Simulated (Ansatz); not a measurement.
# Ti12ClO23: the cost of one run

Method: DFT, PBE, plane-wave PAW, default files, scalar-relativistic, as far as a step names no other, in Ansatz 0.2.0.

### Step 1. The system as given

It takes space group Pmm2 (No. 25, orthorhombic). Conventional cell: a = 6.494 Å, b = 8.872 Å, c = 6.494 Å, α = 90.00°, β = 90.00°, γ = 90.00°. Around Ti (site symmetry mm2) lie 5 O at 1.95 to 1.98 Å and 1 Cl at 1.98 Å. Ti (site symmetry m) has 6 O at 1.95 to 1.98 Å as nearest neighbours. Ti (site symmetry mm2) has 6 O at 1.95 to 1.98 Å as nearest neighbours. Ti (site symmetry m) has 5 O at 1.95 to 1.98 Å and 1 Cl at 1.95 Å as nearest neighbours. Only part of the 20 independent sites is listed.

Coordinates:

```cif
data_structure
_symmetry_space_group_name_H-M 'Pmm2'
_symmetry_Int_Tables_number 25
_cell_length_a 6.4944
_cell_length_b 8.8722
_cell_length_c 6.4944
_cell_angle_alpha 90.000
_cell_angle_beta 90.000
_cell_angle_gamma 90.000
_cell_volume 374.20
loop_
_atom_site_label
_atom_site_type_symbol
_atom_site_symmetry_multiplicity
_atom_site_Wyckoff_symbol
_atom_site_fract_x
_atom_site_fract_y
_atom_site_fract_z
_atom_site_occupancy
Ti1 Ti 1 a 0.00000 0.00000 0.00000 1
Ti2 Ti 2 g 0.00000 0.33333 0.00000 1
Ti3 Ti 1 c 0.50000 0.00000 0.50000 1
Ti4 Ti 2 h 0.50000 0.33333 0.50000 1
Ti5 Ti 2 g 0.00000 0.16667 0.50000 1
Ti6 Ti 1 b 0.00000 0.50000 0.50000 1
Ti7 Ti 2 h 0.50000 0.16667 0.00000 1
Ti8 Ti 1 d 0.50000 0.50000 0.00000 1
Cl1 Cl 1 a 0.00000 0.00000 0.30496 1
O1 O 2 g 0.00000 0.33333 0.30496 1
O2 O 1 c 0.50000 0.00000 0.80496 1
O3 O 2 h 0.50000 0.33333 0.80496 1
O4 O 4 i 0.30496 0.16667 0.50000 1
O5 O 2 f 0.30496 0.50000 0.50000 1
O6 O 4 i 0.80496 0.16667 0.00000 1
O7 O 2 f 0.80496 0.50000 0.00000 1
O8 O 1 a 0.00000 0.00000 0.69504 1
O9 O 2 g 0.00000 0.33333 0.69504 1
O10 O 1 c 0.50000 0.00000 0.19504 1
O11 O 2 h 0.50000 0.33333 0.19504 1
```

Atom 13 of the input is the impurity.

### Step 2. Gradients at the starting positions

input.yaml

```yaml
crystal:
  lattice:
    - [4.5922, 4.5922, 0.0]
    - [-4.5922, 4.5922, 0.0]
    - [0.0, 0.0, 8.8722]
  atoms:
    - { symbol: Ti, position: [0.0, 0.0, 0.0] }
    - { symbol: Ti, position: [0.0, 0.0, 0.3333333333] }
    - { symbol: Ti, position: [0.0, 0.0, 0.6666666667] }
    - { symbol: Ti, position: [0.5, 0.5, 0.0] }
    - { symbol: Ti, position: [0.5, 0.5, 0.3333333333] }
    - { symbol: Ti, position: [0.5, 0.5, 0.6666666667] }
    - { symbol: Ti, position: [0.5, 0.0, 0.1666666667] }
    - { symbol: Ti, position: [0.5, 0.0, 0.5] }
    - { symbol: Ti, position: [0.5, 0.0, 0.8333333333] }
    - { symbol: Ti, position: [0.0, 0.5, 0.1666666667] }
    - { symbol: Ti, position: [0.0, 0.5, 0.5] }
    - { symbol: Ti, position: [0.0, 0.5, 0.8333333333] }
    - { symbol: Cl, position: [0.30496, 0.0, 0.0], spin: 1.0 }
    - { symbol: O, position: [0.30496, 0.0, 0.3333333333] }
    - { symbol: O, position: [0.30496, 0.0, 0.6666666667] }
    - { symbol: O, position: [0.80496, 0.5, 0.0] }
    - { symbol: O, position: [0.80496, 0.5, 0.3333333333] }
    - { symbol: O, position: [0.80496, 0.5, 0.6666666667] }
    - { symbol: O, position: [0.5, 0.30496, 0.1666666667] }
    - { symbol: O, position: [0.5, 0.30496, 0.5] }
    - { symbol: O, position: [0.5, 0.30496, 0.8333333333] }
    - { symbol: O, position: [0.0, 0.80496, 0.1666666667] }
    - { symbol: O, position: [0.0, 0.80496, 0.5] }
    - { symbol: O, position: [0.0, 0.80496, 0.8333333333] }
    - { symbol: O, position: [0.69504, 0.0, 0.0] }
    - { symbol: O, position: [0.69504, 0.0, 0.3333333333] }
    - { symbol: O, position: [0.69504, 0.0, 0.6666666667] }
    - { symbol: O, position: [0.19504, 0.5, 0.0] }
    - { symbol: O, position: [0.19504, 0.5, 0.3333333333] }
    - { symbol: O, position: [0.19504, 0.5, 0.6666666667] }
    - { symbol: O, position: [0.5, 0.69504, 0.1666666667] }
    - { symbol: O, position: [0.5, 0.69504, 0.5] }
    - { symbol: O, position: [0.5, 0.69504, 0.8333333333] }
    - { symbol: O, position: [0.0, 0.19504, 0.1666666667] }
    - { symbol: O, position: [0.0, 0.19504, 0.5] }
    - { symbol: O, position: [0.0, 0.19504, 0.8333333333] }
magnetization:
  spin_polarized: true
kpoints:
  mp_grid: { grid: [3, 3, 2] }
scf:
  occupations: { method: fermi_dirac, width: 0.01 }
hamiltonian:
  xc: pbe
  pseudopotentials: { kind: paw }
output:
  forces: true
  stress: true
  populations: true
  efg:
    quadrupole_moments_barn: { Ti: 0.247, Cl: -0.08112, O: -0.02558 }
    contact_densities: true
```

Launch:

```console
$ ansatz run input.yaml --threads 4 --pin off --max-ram 8192MiB --backend cpu --events-out ev --progress --plain --runs-dir out
```

What time and memory should one allow on 4 threads of Intel Xeon Platinum 8488C (Sapphire Rapids), shared host?

About 52 s, with a peak of 2 GiB.
